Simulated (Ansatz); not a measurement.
**SiSnTe3: a trial structure relaxed**

Where does this trial cell of SiSnTe3 go when cell and atoms are let free?

Program: Ansatz 0.2.0. Level of theory: DFT PBE, scalar-relativistic, plane waves, PAW. These are calculated values, not measurements.

## 1. Starting point

It takes space group P4mm (No. 99, tetragonal). The conventional cell has a = 4.780 Å, b = 4.780 Å, c = 6.055 Å, α = 90.00°, β = 90.00°, γ = 90.00°. Si (site symmetry 4mm) is surrounded by 5 Te at 2.59 to 2.68 Å. Sn (site symmetry 4mm) has 12 Te at 3.44 to 3.86 Å and 4 Si at 3.94 Å in its first shell of neighbours. Te (site symmetry 2mm) is surrounded by 2 Si at 2.59 Å and 6 Te at 3.37 to 3.38 Å and 4 Sn at 3.86 Å. Te (site symmetry 4mm) is surrounded by 2 Si at 2.68 to 3.38 Å and 4 Te at 3.37 Å and 4 Sn at 3.44 Å.

Coordinates:

```
CELL_PARAMETERS angstrom
4.77991 0.00000 0.00000
0.00000 4.77991 0.00000
0.00000 0.00000 6.05535
ATOMIC_POSITIONS crystal
Si 0.50000 0.50000 0.66500
Sn 0.00000 0.00000 0.00000
Te 0.00000 0.50000 0.50000
Te 0.50000 0.00000 0.50000
Te 0.50000 0.50000 0.10760
```

A structure generator made this guess: species swapped into a database cell of PrBPt3 (P4mm, No. 99), with Sn on the Pr sites, Si on the B sites and Te on the Pt sites. Its size is a rough estimate.

## 2. A first look at the guess

Contents of input.yaml:

```yaml
crystal:
  lattice:
    - [4.77990889, 0.0, 0.0]
    - [0.0, 4.77990889, 0.0]
    - [0.0, 0.0, 6.05534893]
  atoms:
    - { symbol: Si, position: [0.5, 0.5, 0.66500002] }
    - { symbol: Sn, position: [0.0, 0.0, 0.0] }
    - { symbol: Te, position: [0.0, 0.5, 0.5] }
    - { symbol: Te, position: [0.5, 0.0, 0.5] }
    - { symbol: Te, position: [0.5, 0.5, 0.1076] }
basis:
  ecutwfc: 420
kpoints:
  mp_grid: { grid: [4, 4, 4] }
hamiltonian:
  xc: pbe
scf:
  occupations: { method: gaussian, width: 0.1 }
  lower_state_search: "off"
output:
  forces: true
  stress: true
  eigenvalues: true
```

On the command line:

```
> ansatz run input.yaml --threads 1 --pin off --max-ram 2560MiB --backend cpu --events-out ev --progress --plain --runs-dir out
```

The program printed, shortened:

```text
Warning: RAYON_NUM_THREADS=1 ignored (pool sized by the plan → 1); use --threads N
[...]
Pseudopotentials: kind: paw
Pseudopotential: Si, paw, valence charge 4, recommended cutoff 420 eV (normal), Si.paw.azcp
Pseudopotential: Sn, paw, valence charge 14, recommended cutoff 420 eV (normal), Sn.paw.azcp
Pseudopotential: Te, paw, valence charge 16, recommended cutoff 420 eV (normal), Te.paw.azcp
Functional definition: PBE
[...]
Crystal: 5 atoms, lattice volume = 138.350 Å³
Basis set: ecut = 420 eV, 2693 PW (Γ), exchange–correlation on 64×64×90 points (8 copies of the dense FFT grid, shifted against one another)
Bands: 40, of which v1, the nominal top of the filled ones, is band 33 counted from 1 (32 counted from 0)
Symmetry: 8 space group operations
[...]
SCF converged after 8 iterations
Free energy (F): -27598.350910 eV
[...]
E sigma→0 (E₀):  -27598.344399 eV
Entropy (-TS):   -0.013023 eV (-2.605 meV/atom)
Fermi energy:    10.123084 eV
[...]
--- Forces (eV/Å), atoms counted from 1 ---
  atom   1  Si     0.00000000     0.00000000     1.19636251
  atom   2  Sn    -0.00000000     0.00000000    -0.17499763
  atom   3  Te     0.00000000    -0.00000000     0.53586757
  atom   4  Te     0.00000000     0.00000000     0.53586757
  atom   5  Te    -0.00000000     0.00000000    -2.09307623
[...]
--- Stress (GPa, compression-positive) ---
        4.976233      -0.000000       0.000000
       -0.000000       4.976233      -0.000000
        0.000000      -0.000000       2.820210
  P = ⅓ Tr σ = 4.2576 GPa (42.576 kbar)
--- Band table (eV; the first three rows and the last of 18) ---
[...]
```

Run time: 18 s. Hardware: 1 thread of Intel Xeon at 2.50GHz (Skylake/Cascade Lake), shared host; peak memory 0.4 GiB.

The probe gives pressure 4.3 GPa, largest force 2.09 eV/Å, gap on this mesh none (metal). A guess like this is first relaxed loosely on the coarse mesh.

## 3. A loose first relaxation

Edit input.yaml of step 2 so:

```diff
@@ -24 +24,6 @@
   eigenvalues: true
+relax:
+  adjacent_minimum: "off"
+  f_tol: 0.04
+  max_steps: 70
+  cell: { stress_tol: 0.4 }
```

On the command line:

```
> ansatz run input.yaml --threads 1 --pin off --max-ram 2560MiB --backend cpu --events-out ev --progress --plain --runs-dir out
```

The program printed:

```text
Warning: RAYON_NUM_THREADS=1 ignored (pool sized by the plan → 1); use --threads N
Engine: ansatz 0.2.0, x86_64-unknown-linux-gnu
[... 5 set-up lines as earlier in the session ...]
  parameter kappa = 0.804
  parameter beta = 0.06672455060314922
  exchange = pbe_x(kappa = kappa, mu = beta*pi^2/3)
  correlation = pbe_c(beta = beta)
Crystal: 5 atoms, lattice volume = 138.350 Å³
Basis set: ecut = 420 eV, 2693 PW (Γ), exchange–correlation on 64×64×90 points (8 copies of the dense FFT grid, shifted against one another)
Bands: 40, of which v1, the nominal top of the filled ones, is band 33 counted from 1 (32 counted from 0)
[... 1 set-up line as earlier in the session ...]
Space group: P4mm (ITA 99), of the structure as read, at distance tolerance 5.2e-5 Å
k-points: 18 of 64 (time reversal used)
Non-local potential: Si, projectors of the file, l = 0: 2, l = 1: 2, l = 2: 2
Non-local potential: Sn, projectors of the file, l = 0: 2, l = 1: 2, l = 2: 2, l = 3: 2
Non-local potential: Te, projectors of the file, l = 0: 2, l = 1: 2, l = 2: 2, l = 3: 2
PAW form: soft (Blöchl's): semilocal exchange-correlation on the pseudo side does not see the compensation charge
PAW one-centre angular grid: Si, 110 points (default); XC on 64 Gauss nodes
PAW one-centre angular grid: Sn, 590 points (default); XC on 64 Gauss nodes
PAW one-centre angular grid: Te, 590 points (default); XC on 64 Gauss nodes
Initial density: superposition of atomic densities (neutral atoms: chi_scale 0, normalization atom), corrected by the library's trained network
Initial wavefunctions: pseudopotential atomic-orbital guess
Functional: x = pbe(κ = 0.804, μ = 0.2195149727645171), c = pbe(β = 0.06672455060314922)
SCF iter   1: F=—  HF=-27598.370551 eV  |F-HF|=—  |Δ(HF+E_count)|=         —  Δρ=5.21e-3  dr2=7.22e-2  ethr=1.77e-3  ⟨swp⟩=8.2  Hψ=3172  notcnv=0
preconditioner: auto → Resta (q_TF=auto, 2.412 Å⁻¹)  ε∞=5.1  [insulator: Δε(μ)=0.103 eV  Ē_g=7.972 eV  σ=0.100 eV  W_gap=0.50  n_scr=28 (ndim 8)  ℏωp=16.1 eV  f_vac=0.000  D(μ)=1.69/eV (n_scr^D=6)  ε∞_Penn≈5.1]
SCF iter   2: F=—  HF=-27598.353921 eV  |F-HF|=—  |Δ(HF+E_count)|=   1.66e-2  Δρ=2.68e-3  dr2=1.57e-2  ethr=1.09e-4  ⟨swp⟩=1.3  Hψ=873  notcnv=0
preconditioner: auto → Kerker (q_TF=auto, 2.412 Å⁻¹)  [metal: Δε(μ)=0.087 eV  Ē_g=7.981 eV  σ=0.100 eV  W_gap=0.44  n_scr=28 (ndim 8)  ℏωp=16.1 eV  f_vac=0.000  D(μ)=2.16/eV (n_scr^D=14)]
SCF iter   3: F=—  HF=-27598.351131 eV  |F-HF|=—  |Δ(HF+E_count)|=   2.79e-3  Δρ=6.76e-4  dr2=1.06e-3  ethr=2.37e-5  ⟨swp⟩=2.0  Hψ=899  notcnv=0
SCF iter   4: F=—  HF=-27598.350976 eV  |F-HF|=—  |Δ(HF+E_count)|=   1.55e-4  Δρ=3.02e-4  dr2=2.11e-4  ethr=1.60e-6  ⟨swp⟩=2.0  Hψ=1180  notcnv=0
SCF iter   5: F=—  HF=-27598.350973 eV  |F-HF|=—  |Δ(HF+E_count)|=   3.07e-6  Δρ=1.02e-4  dr2=2.93e-5  ethr=3.20e-7  ⟨swp⟩=2.2  Hψ=894  notcnv=0
SCF iter   6: F=—  HF=-27598.350911 eV  |F-HF|=—  |Δ(HF+E_count)|=   6.22e-5  Δρ=3.20e-5  dr2=3.34e-6  ethr=4.43e-8  ⟨swp⟩=2.7  Hψ=1302  notcnv=0
SCF iter   7: F=—  HF=-27598.350911 eV  |F-HF|=—  |Δ(HF+E_count)|=   2.38e-7  Δρ=1.26e-5  dr2=3.55e-7  ethr=5.06e-9  ⟨swp⟩=3.0  Hψ=1364  notcnv=0
SCF iter   8: F=-27598.350910 eV  HF=-27598.350910 eV  |F-HF|=1.10e-8  |Δ(HF+E_count)|=   1.31e-7  Δρ=4.60e-6  dr2=4.58e-8  ethr=1.52e-10  ⟨swp⟩=10.9  Hψ=3177  notcnv=0
SCF 1 converged in 8 iterations: F = -27598.350910 eV  dr2 = 4.58e-8
relax step   1: F+E_penalty+E_count = -27598.35091046 eV  Δ(F+E_penalty+E_count) = +0.000e0 eV  max|allowed force component| = 2.093e0 eV/Å  Δτ_max = 0.0000 Å  P = +4.258 GPa  Ω = 138.350 Å³  (8 SCF iters, dr2 threshold 1.00e-7 eV, accepted)
Crystal: 5 atoms, lattice volume = 147.134 Å³
Basis set: ecut = 420 eV, 2865 PW (Γ), exchange–correlation on 64×64×90 points (8 copies of the dense FFT grid, shifted against one another)
Initial density: handed on by an earlier stage of this run
Initial wavefunctions: those handed on with the density
iter 1 solved again at ethr=4.89e-5 eV; its pass at ethr=3.10e-3 eV (dr2=3.23e-2 eV) is discarded
SCF iter   1: F=—  HF=-27598.852917 eV  |F-HF|=—  |Δ(HF+E_count)|=         —  Δρ=4.35e-3  dr2=3.39e-2  ethr=4.89e-5  ⟨swp⟩=2.0  Hψ=3816  notcnv=0
preconditioner: auto → Kerker (q_TF=auto, 2.387 Å⁻¹)  [metal: Δε(μ)=0.055 eV  Ē_g=7.862 eV  σ=0.100 eV  W_gap=0.28  n_scr=28 (ndim 8)  ℏωp=15.6 eV  f_vac=0.000  D(μ)=2.31/eV (n_scr^D=14)]
SCF iter   2: F=—  HF=-27598.847048 eV  |F-HF|=—  |Δ(HF+E_count)|=   5.87e-3  Δρ=2.54e-3  dr2=1.17e-2  ethr=4.89e-5  ⟨swp⟩=1.1  Hψ=721  notcnv=0
SCF iter   3: F=—  HF=-27598.844199 eV  |F-HF|=—  |Δ(HF+E_count)|=   2.85e-3  Δρ=2.93e-4  dr2=1.87e-4  ethr=1.77e-5  ⟨swp⟩=2.0  Hψ=928  notcnv=0
SCF iter   4: F=—  HF=-27598.844191 eV  |F-HF|=—  |Δ(HF+E_count)|=   8.10e-6  Δρ=1.15e-4  dr2=3.65e-5  ethr=2.83e-7  ⟨swp⟩=2.2  Hψ=1001  notcnv=0
SCF iter   5: F=—  HF=-27598.844193 eV  |F-HF|=—  |Δ(HF+E_count)|=   2.45e-6  Δρ=2.79e-5  dr2=3.02e-6  ethr=5.53e-8  ⟨swp⟩=2.0  Hψ=859  notcnv=0
SCF iter   6: F=-27598.844193 eV  HF=-27598.844193 eV  |F-HF|=9.41e-8  |Δ(HF+E_count)|=   2.23e-8  Δρ=9.36e-6  dr2=2.61e-7  ethr=7.58e-10  ⟨swp⟩=7.6  Hψ=3199  notcnv=0
SCF 2 converged in 6 iterations: F = -27598.844193 eV  dr2 = 2.61e-7
relax step   2: F+E_penalty+E_count = -27598.84419316 eV  Δ(F+E_penalty+E_count) = -4.933e-1 eV  max|allowed force component| = 3.551e-1 eV/Å  Δτ_max = 0.1948 Å  P = +1.738 GPa  Ω = 147.134 Å³  energy of the carried Pulay correction = -1.488e-3 eV  (6 SCF iters, dr2 threshold 5.00e-7 eV, accepted)
Crystal: 5 atoms, lattice volume = 152.314 Å³
Basis set: ecut = 420 eV, 2985 PW (Γ), exchange–correlation on 64×64×90 points (8 copies of the dense FFT grid, shifted against one another)
iter 1 solved again at ethr=1.49e-5 eV; its pass at ethr=3.10e-3 eV (dr2=9.82e-3 eV) is discarded
SCF iter   1: F=—  HF=-27598.940065 eV  |F-HF|=—  |Δ(HF+E_count)|=         —  Δρ=2.26e-3  dr2=1.02e-2  ethr=1.49e-5  ⟨swp⟩=2.0  Hψ=3737  notcnv=0
preconditioner: auto → Resta (q_TF=auto, 2.373 Å⁻¹)  ε∞=4.9  [insulator: Δε(μ)=0.170 eV  Ē_g=7.810 eV  σ=0.100 eV  W_gap=0.52  n_scr=36 (ndim 8)  ℏωp=15.3 eV  f_vac=0.000  D(μ)=1.78/eV (n_scr^D=6)  ε∞_Penn≈4.9]
SCF iter   2: F=—  HF=-27598.938204 eV  |F-HF|=—  |Δ(HF+E_count)|=   1.86e-3  Δρ=1.14e-3  dr2=1.46e-3  ethr=1.49e-5  ⟨swp⟩=1.9  Hψ=770  notcnv=0
preconditioner: auto → Kerker (q_TF=auto, 2.373 Å⁻¹)  [metal: Δε(μ)=0.030 eV  Ē_g=7.800 eV  σ=0.100 eV  W_gap=0.17  n_scr=36 (ndim 8)  ℏωp=15.3 eV  f_vac=0.000  D(μ)=1.56/eV (n_scr^D=6)]
SCF iter   3: F=—  HF=-27598.938000 eV  |F-HF|=—  |Δ(HF+E_count)|=   2.05e-4  Δρ=3.60e-4  dr2=2.29e-4  ethr=2.21e-6  ⟨swp⟩=2.1  Hψ=908  notcnv=0
SCF iter   4: F=—  HF=-27598.937982 eV  |F-HF|=—  |Δ(HF+E_count)|=   1.72e-5  Δρ=6.69e-5  dr2=2.43e-5  ethr=3.47e-7  ⟨swp⟩=2.0  Hψ=879  notcnv=0
SCF iter   5: F=—  HF=-27598.937980 eV  |F-HF|=—  |Δ(HF+E_count)|=   2.13e-6  Δρ=2.68e-5  dr2=3.89e-6  ethr=3.67e-8  ⟨swp⟩=2.0  Hψ=854  notcnv=0
SCF iter   6: F=-27598.937980 eV  HF=-27598.937980 eV  |F-HF|=8.59e-8  |Δ(HF+E_count)|=   2.96e-7  Δρ=8.21e-6  dr2=2.20e-7  ethr=7.58e-10  ⟨swp⟩=5.8  Hψ=3149  notcnv=0
SCF 3 converged in 6 iterations: F = -27598.937980 eV  dr2 = 2.20e-7
relax step   3: F+E_penalty+E_count = -27598.93797987 eV  Δ(F+E_penalty+E_count) = -9.379e-2 eV  max|allowed force component| = 2.926e-1 eV/Å  Δτ_max = 0.0878 Å  P = +1.083 GPa  Ω = 152.314 Å³  energy of the carried Pulay correction = -2.324e-3 eV  (6 SCF iters, dr2 threshold 5.00e-7 eV, accepted)
[... from here on, the SCF cycles and remarks between the steps are left out ...]
relax step   4: F+E_penalty+E_count = -27599.03766374 eV  Δ(F+E_penalty+E_count) = -9.968e-2 eV  max|allowed force component| = 3.566e-1 eV/Å  Δτ_max = 0.1593 Å  P = -0.589 GPa  Ω = 161.560 Å³  energy of the carried Pulay correction = -3.745e-3 eV  (6 SCF iters, dr2 threshold 5.00e-7 eV, accepted)
relax step   5: F+E_penalty+E_count = -27599.13293327 eV  Δ(F+E_penalty+E_count) = -9.527e-2 eV  max|allowed force component| = 3.207e-1 eV/Å  Δτ_max = 0.1949 Å  P = -0.720 GPa  Ω = 167.332 Å³  energy of the carried Pulay correction = -4.588e-3 eV  (7 SCF iters, dr2 threshold 5.00e-7 eV, accepted)
relax step   6: F+E_penalty+E_count = -27599.21112061 eV  Δ(F+E_penalty+E_count) = -7.819e-2 eV  max|allowed force component| = 5.155e-1 eV/Å  Δτ_max = 0.1949 Å  P = -0.105 GPa  Ω = 169.746 Å³  energy of the carried Pulay correction = -4.932e-3 eV  (8 SCF iters, dr2 threshold 5.00e-7 eV, accepted)
relax step   7: F+E_penalty+E_count = -27599.32589528 eV  Δ(F+E_penalty+E_count) = -1.148e-1 eV  max|allowed force component| = 4.364e-1 eV/Å  Δτ_max = 0.1950 Å  P = +0.409 GPa  Ω = 171.605 Å³  energy of the carried Pulay correction = -5.193e-3 eV  (8 SCF iters, dr2 threshold 5.00e-7 eV, accepted)
relax step   8: F+E_penalty+E_count = -27599.44204950 eV  Δ(F+E_penalty+E_count) = -1.162e-1 eV  max|allowed force component| = 2.398e-1 eV/Å  Δτ_max = 0.1951 Å  P = +1.060 GPa  Ω = 174.488 Å³  energy of the carried Pulay correction = -5.591e-3 eV  (7 SCF iters, dr2 threshold 5.00e-7 eV, accepted)
relax step   9: F+E_penalty+E_count = -27599.40852003 eV  Δ(F+E_penalty+E_count) = +3.353e-2 eV  max|allowed force component| = 6.297e-1 eV/Å  Δτ_max = 0.1909 Å  P = +0.671 GPa  Ω = 181.667 Å³  energy of the carried Pulay correction = -6.554e-3 eV  (7 SCF iters, dr2 threshold 5.00e-7 eV, rejected (line search))
relax step  10: F+E_penalty+E_count = -27599.47319477 eV  Δ(F+E_penalty+E_count) = -3.115e-2 eV  max|allowed force component| = 7.931e-2 eV/Å  Δτ_max = 0.0797 Å  P = +0.064 GPa  Ω = 180.068 Å³  energy of the carried Pulay correction = -6.343e-3 eV  (8 SCF iters, accepted)
relax step  11: F+E_penalty+E_count = -27599.47417573 eV  Δ(F+E_penalty+E_count) = -9.810e-4 eV  max|allowed force component| = 3.400e-2 eV/Å  Δτ_max = 0.0174 Å  P = -0.022 GPa  Ω = 179.971 Å³  energy of the carried Pulay correction = -6.330e-3 eV  (5 SCF iters, dr2 threshold 3.93e-7 eV, accepted)
Basis set: ecut = 420 eV, 3551 PW (Γ), exchange–correlation on 72×72×96 points (8 copies of the dense FFT grid, shifted against one another)
Initial wavefunctions: pseudopotential atomic-orbital guess (no wavefunctions were taken with the density)
iter 1 solved again at ethr=7.95e-7 eV; its pass at ethr=3.10e-3 eV (dr2=5.24e-4 eV) is discarded
SCF iter   1: F=—  HF=-27599.480324 eV  |F-HF|=—  |Δ(HF+E_count)|=         —  Δρ=4.37e-4  dr2=1.93e-5  ethr=7.95e-7  ⟨swp⟩=3.0  Hψ=4815  notcnv=0
preconditioner: auto → LDOS  [insulator: Δε(μ)=0.252 eV  Ē_g=7.765 eV  σ=0.100 eV  W_gap=0.50  n_scr=36 (ndim 8)  ℏωp=14.1 eV  f_vac=0.119  D(μ)=2.06/eV (n_scr^D=6)  ε∞_Penn≈4.3  β→1.0]
SCF iter   2: F=—  HF=-27599.488714 eV  |F-HF|=—  |Δ(HF+E_count)|=   8.39e-3  Δρ=3.63e-5  dr2=6.21e-6  ethr=2.92e-8  ⟨swp⟩=3.6  Hψ=1629  notcnv=0
SCF iter   3: F=—  HF=-27599.488708 eV  |F-HF|=—  |Δ(HF+E_count)|=   6.69e-6  Δρ=2.58e-5  dr2=2.98e-6  ethr=9.40e-9  ⟨swp⟩=2.1  Hψ=1318  notcnv=0
SCF iter   4: F=—  HF=-27599.488709 eV  |F-HF|=—  |Δ(HF+E_count)|=   1.31e-6  Δρ=6.18e-6  dr2=1.05e-7  ethr=4.51e-9  ⟨swp⟩=2.0  Hψ=1131  notcnv=0
SCF iter   5: F=—  HF=-27599.488709 eV  |F-HF|=—  |Δ(HF+E_count)|=   2.42e-8  Δρ=1.31e-6  dr2=8.23e-9  ethr=1.59e-10  ⟨swp⟩=2.0  Hψ=1315  notcnv=0
SCF iter   6: F=-27599.488709 eV  HF=-27599.488709 eV  |F-HF|=2.91e-11  |Δ(HF+E_count)|=   5.11e-9  Δρ=3.51e-7  dr2=3.05e-10  ethr=4.85e-12  ⟨swp⟩=6.4  Hψ=2830  notcnv=0
SCF 12 converged in 6 iterations: F = -27599.488709 eV  dr2 = 3.05e-10
relax step  12: F+E_penalty+E_count = -27599.48870884 eV  Δ(F+E_penalty+E_count) = -1.453e-2 eV  max|allowed force component| = 3.663e-2 eV/Å  Δτ_max = 0.0000 Å  P = +0.104 GPa  Ω = 179.971 Å³  stress off target by 2.24e-1 GPa  SCF on the basis re-selected at this cell (its energy is not comparable with the rows above)  (6 SCF iters)
basis re-selected at this cell: Δ(F+E_penalty+E_count) = -1.453e-2 eV, ΔP = +0.126 GPa vs the last step (what re-selecting the basis moved, of the pressure what is left beyond the Pulay correction that the steps carried, after the strain that the cell walked since its last selection, with what the two solves' SCF thresholds leave and, on support functions, any second-order correction that the steps lacked; it is no measure of the basis error at this ecutwfc). The dense FFT grid was sized anew with the basis: this SCF ran on 36×36×48 points, the steps before it on 32×32×45, so part of this shift can come from that change (see relax.cell in the input reference). This SCF's stress stands 2.24e-1 GPa from its target on what of the cell is left free (relax.cell.stress_tol is 4.00e-1 GPa) and its largest allowed force component is 3.66e-2 eV/Å (relax.f_tol is 4.00e-2 eV/Å): within both
SCF converged after 6 iterations
Free energy (F): -27599.488709 eV
Harris-Foulkes:  -27599.488709 eV  (|F-HF|=2.91e-11)
Internal energy: -27599.478401 eV  (E = F + TS)
E sigma→0 (E₀):  -27599.483555 eV
Entropy (-TS):   -0.010308 eV (-2.062 meV/atom)
Fermi energy:    6.111605 eV
--- Per-component energies (eV) ---
  E_band       = -1033.420909
  E_kinetic    = 764.524445
  E_local      = -6221.227165  (includes V_loc(G=0)·N_el)
  E_nonlocal   = -938.220067
  E_hartree    = 3653.772928
  E_xc         = -809.349647
  E_vxc        = -452.999524  (∫ρ·V_xc dr)
  E_paw        = -18633.030145  (= ΣΔE_a)
  E_vpaw       = -1493.043609  (= ΣTr[D̂ρ^β])
  E_aug_tail   = -0.000581  (compensation charges beyond the density's cutoff)
  E_ewald      = -5415.948169
  E_smearing   = -0.010308  (= −TS)
  E_closure    = -0.000000  (closes the sum)
  Σ components = -27599.488709   (vs F -27599.488709, Δ=0.00e0)
--- Forces (eV/Å), atoms counted from 1 ---
  atom   1  Si     0.00000000     0.00000000     0.03663388
  atom   2  Sn     0.00000000     0.00000000     0.00494596
  atom   3  Te    -0.00000000     0.00000000    -0.00359171
  atom   4  Te    -0.00000000     0.00000000    -0.00359171
  atom   5  Te    -0.00000000     0.00000000    -0.03440068
  max |Σ_I F_I| component: 4.27e-6 eV/Å
--- Stress (GPa, compression-positive) ---
        0.043608       0.000000       0.000000
        0.000000       0.043608       0.000000
        0.000000       0.000000       0.224180
  P = ⅓ Tr σ = 0.1038 GPa (1.038 kbar)
--- Band table (eV; the first three rows and the last of 18) ---
  k-point 0: bands = ["-30.6523", "-30.6436", "-30.6347", "-30.6128", "-30.5846", "-30.5846", "-30.4910", "-30.4910", "-30.4899", "-30.4822", "-29.9723", "-29.9110", "-29.9110", "-29.7976", "-29.7967", "-15.4282", "-15.4282", "-15.4256", "-15.4248", "-15.4181", "-6.7053", "-4.2852", "-3.8555", "-0.2156", "0.1839", "1.0508", "1.0508", "4.3275", "5.0168", "5.0168", "5.1224", "5.2461", "5.3107", "5.3107", "7.3143", "8.1369", "8.1369", "10.1309", "10.2693", "10.6562"]
  k-point 1: bands = ["-30.6523", "-30.6436", "-30.6347", "-30.6128", "-30.5846", "-30.5846", "-30.4910", "-30.4910", "-30.4899", "-30.4822", "-29.9723", "-29.9110", "-29.9110", "-29.7976", "-29.7967", "-15.4282", "-15.4282", "-15.4256", "-15.4248", "-15.4181", "-6.6817", "-4.3704", "-3.8549", "-0.1575", "0.3324", "1.0690", "1.0690", "4.0656", "5.0213", "5.0213", "5.0855", "5.1325", "5.1325", "5.3533", "7.2290", "8.4706", "8.4706", "10.0778", "10.1483", "10.7272"]
  k-point 2: bands = ["-30.6523", "-30.6436", "-30.6347", "-30.6128", "-30.5846", "-30.5846", "-30.4910", "-30.4910", "-30.4899", "-30.4822", "-29.9723", "-29.9110", "-29.9110", "-29.7976", "-29.7967", "-15.4282", "-15.4282", "-15.4255", "-15.4248", "-15.4181", "-6.6570", "-4.4534", "-3.8542", "-0.1172", "0.5081", "1.0876", "1.0876", "3.8734", "4.9679", "4.9679", "5.0364", "5.0364", "5.0498", "5.3113", "7.1997", "8.7749", "8.7749", "10.1662", "10.1801", "10.9206"]
  k-point 17: bands = ["-30.6479", "-30.6479", "-30.6238", "-30.6238", "-30.5868", "-30.5826", "-30.4930", "-30.4891", "-30.4857", "-30.4857", "-29.9722", "-29.9110", "-29.9110", "-29.7974", "-29.7968", "-15.4303", "-15.4303", "-15.4246", "-15.4197", "-15.4195", "-4.9988", "-4.9988", "-4.6295", "-2.2123", "-1.4120", "2.6035", "2.6035", "3.1346", "3.2534", "5.7959", "5.7959", "6.1877", "7.0407", "7.0624", "8.2610", "8.2610", "8.9948", "8.9948", "9.1421", "10.0483"]
--- Relaxed structure (11 steps of the walk, 10 accepted, 1 SCFs on fresh bases) ---
  F+E_penalty+E_count = -27599.48870884 eV   max|allowed force component| = 3.663e-2 eV/Å   (the final SCF, on the basis selected at the relaxed cell)
  cell:  # Å, volume = 179.9709 Å³
    - [5.12368816645462, -8.454622937649948e-34, 1.5133580446998443e-16]
    - [2.224900773065776e-34, 5.12368816645462, 1.0768519741638355e-32]
    - [1.9171727385540386e-16, 1.3641922052454372e-32, 6.855464556426109]
  atoms:
    - { symbol: Si, position: [0.5, 0.5, 0.7206010034845017] }
    - { symbol: Sn, position: [-4.1884338332781104e-17, -1.3538175647404679e-33, -0.17017032387563083] }
    - { symbol: Te, position: [1.817666311389728e-17, 0.5, 0.5738492900256531] }
    - { symbol: Te, position: [0.5, 5.80207527745915e-34, 0.5738492900256531] }
    - { symbol: Te, position: [0.5, 0.5, 0.07447076033982282] }
```

Wall time 3.9 min (1 thread of Intel Xeon at 2.50GHz (Skylake/Cascade Lake), shared host); peak memory 0.47 GiB.

Relaxation path:

```
step  energy from step 1 (eV/cell)  largest force component (eV/Å)  pressure (GPa)  volume (Å³)
   1                        0.0000                          2.0931            4.26       138.35
   2                       -0.4933                          0.3551            1.74       147.13
   3                       -0.5871                          0.2926            1.08       152.31
   4                       -0.6868                          0.3566           -0.59       161.56
   5                       -0.7820                          0.3207           -0.72       167.33
   6                       -0.8602                          0.5155           -0.11       169.75
   7                       -0.9750                          0.4364            0.41       171.60
   8                       -1.0911                          0.2398            1.06       174.49
   9                       -1.0576                          0.6297            0.67       181.67
  10                       -1.1223                          0.0793            0.06       180.07
  11                       -1.1233                          0.0340           -0.02       179.97
  12                       -1.1378                          0.0366            0.10       179.97
```

Step 1 is the start. Step 12 repeats the geometry before it on a plane-wave basis chosen anew for that cell, so its energy need not be comparable with the rows above. Step 9 was tried and not accepted.

|  | before | after | change |
| --- | --- | --- | --- |
| a (Å) | 4.780 | 5.124 | +7.2 % |
| b (Å) | 4.780 | 5.124 | +7.2 % |
| c (Å) | 6.055 | 6.855 | +13.2 % |
| volume (Å³/atom) | 27.67 | 35.99 | +30.1 % |
| shortest distance (Å) | 2.590 | 2.426 | -6.3 % |
| space group (0.01 Å) | P4mm | P4mm | same |

The end holds layers, chains or molecules that no bond joins, and this functional has no dispersion term, so the space between them comes out too large.

The run keeps the 8 symmetry operations of the start, so it could not have lowered the symmetry.

[end of part 1 of 2]
